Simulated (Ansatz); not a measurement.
**SiSnF₆: up Jacob's ladder to CCSD(T)**

One table from this session's results is given with a row withheld; the runs are named, their logs left out.

The runs use Ansatz 0.2.0, Gaussian basis; functionals in def2-TZVPP, the program's frozen cores in correlated methods.

The runs, in order: LDA (SPW92), PBE-D4, revPBE-D4, BLYP-D4, r2SCAN-D4, B97M-V, PBE0-D4, B3LYP-D4, r2SCANh-D4, r2SCAN0-D4, HSE06-D4, BHLYP-D4, CAM-B3LYP-D4, LC-ωPBE, ωB97X-V, ωB97M-V, B2PLYP, PBE-QIDH; CCSD(T)/def2-SVP; MP2/def2-TZVPP; MP2/def2-QZVPP; RPA on PBE.

## Structure used throughout

The geometry comes from an earlier relaxation with PBE0-D4 in a triple-zeta def2 set; it is a stationary point, not always the lowest conformer. Sn takes the def2 core potential; no spin-orbit term is included.

SMILES `F[Si](F)(F)[Sn]([F])([F])[F]`, 8 atoms, charge 0, spin multiplicity 1.

Atoms are counted from 1 here; the program's logs count them from 0.

Bond lengths: F1–Si2 1.567 Å, Si2–F3 1.567 Å, Si2–F4 1.567 Å, Si2–Sn5 2.562 Å, Sn5–F6 1.894 Å, Sn5–F7 1.894 Å, Sn5–F8 1.894 Å. Angles: F1–Si2–F3 109.6°, F1–Si2–F4 109.6°, F1–Si2–Sn5 109.3°, F3–Si2–F4 109.6°, F3–Si2–Sn5 109.3°, F4–Si2–Sn5 109.3°, Si2–Sn5–F6 113.8°, Si2–Sn5–F7 113.8°, Si2–Sn5–F8 113.8°, F6–Sn5–F7 104.8°, F6–Sn5–F8 104.8°, F7–Sn5–F8 104.8°.

Coordinates:

```xyz
8
charge 0, multiplicity 1
F    -2.2878    0.2724    0.6250
Si   -0.8086    0.0541    1.0933
F    -0.7028   -1.2881    1.8947
F    -0.3634    1.2482    2.0050
Sn    0.7213   -0.0607   -0.9590
F     0.6841    1.5034   -2.0271
F     2.5503   -0.3153   -0.5367
F     0.2990   -1.4711   -2.1510
```

Set-up of the first run:

File in.yaml:

```yaml
crystal:
  periodic: [false, false, false]
  atoms:
    - {symbol: F, position_ang: [-2.287814, 0.272382, 0.625041]}
    - {symbol: Si, position_ang: [-0.808602, 0.054142, 1.093342]}
    - {symbol: F, position_ang: [-0.702764, -1.288077, 1.894741]}
    - {symbol: F, position_ang: [-0.363356, 1.248170, 2.004968]}
    - {symbol: Sn, position_ang: [0.721292, -0.060700, -0.958997]}
    - {symbol: F, position_ang: [0.684144, 1.503372, -2.027061]}
    - {symbol: F, position_ang: [2.550283, -0.315288, -0.536652]}
    - {symbol: F, position_ang: [0.299017, -1.471102, -2.150982]}
basis:
  gaussian: {orbitals: def2-TZVPP}
hamiltonian: {xc: lda}
output: {orbitals: {seedname: orbitals}}
```

The run is started by

```sh
$ ansatz run in.yaml --threads 4 --pin off --events-out ev --progress --plain --max-ram 11315MiB
```

Steps of the session up to this table: LDA; PBE-D4 (GGA); revPBE-D4 (GGA); BLYP-D4 (GGA); r2SCAN-D4 (meta-GGA); B97M-V (meta-GGA); PBE0-D4 (hybrid); B3LYP-D4 (hybrid); r2SCANh-D4 (hybrid); r2SCAN0-D4 (hybrid); HSE06-D4 (hybrid); BHLYP-D4 (hybrid); CAM-B3LYP-D4 (range-separated); LC-ωPBE (range-separated); ωB97X-V (range-separated); ωB97M-V (range-separated); B2PLYP (double hybrid); PBE-QIDH (double hybrid).

One of the session's tables, all rows but one given; the rest of the session is left out.

It belongs to the step «Orbital energies across the functionals». 

```
  functional  HOMO (eV)  LUMO (eV)  gap (eV)
 LDA (SPW92)      -9.16      -3.73      5.43
      PBE-D4      -8.89      -3.31      5.57
   revPBE-D4      -8.79      -3.15      5.64
     BLYP-D4      -8.80      -3.30      5.51
   r2SCAN-D4      -9.29      -3.03      6.27
      B97M-V      -9.34      -3.01      6.34
     PBE0-D4     -10.46      -2.36      8.10
    B3LYP-D4     -10.24      -2.73      7.51
  r2SCANh-D4          ?          ?         ?
  r2SCAN0-D4     -10.74      -2.19      8.55
    HSE06-D4     -10.06      -2.73      7.33
    BHLYP-D4     -11.92      -1.39     10.53
CAM-B3LYP-D4     -11.85      -1.38     10.47
     LC-ωPBE     -13.05       0.00     13.05
     ωB97X-V     -12.74      -0.10     12.64
     ωB97M-V     -12.59      -0.31     12.28
```

Estimate the missing values for r2SCANh-D4.

Worked estimate for «HOMO (eV)». Against the share of exact exchange, r2SCAN-D4 (0, -9.29), r2SCAN0-D4 (0.25, -10.74) give a slope of -5.80 per unit share; at 0.1 the line stands at -9.87.

As computed: HOMO (eV): -9.88; LUMO (eV): -2.69; gap (eV): 7.18. In «HOMO (eV)» the line misses by +0.01.
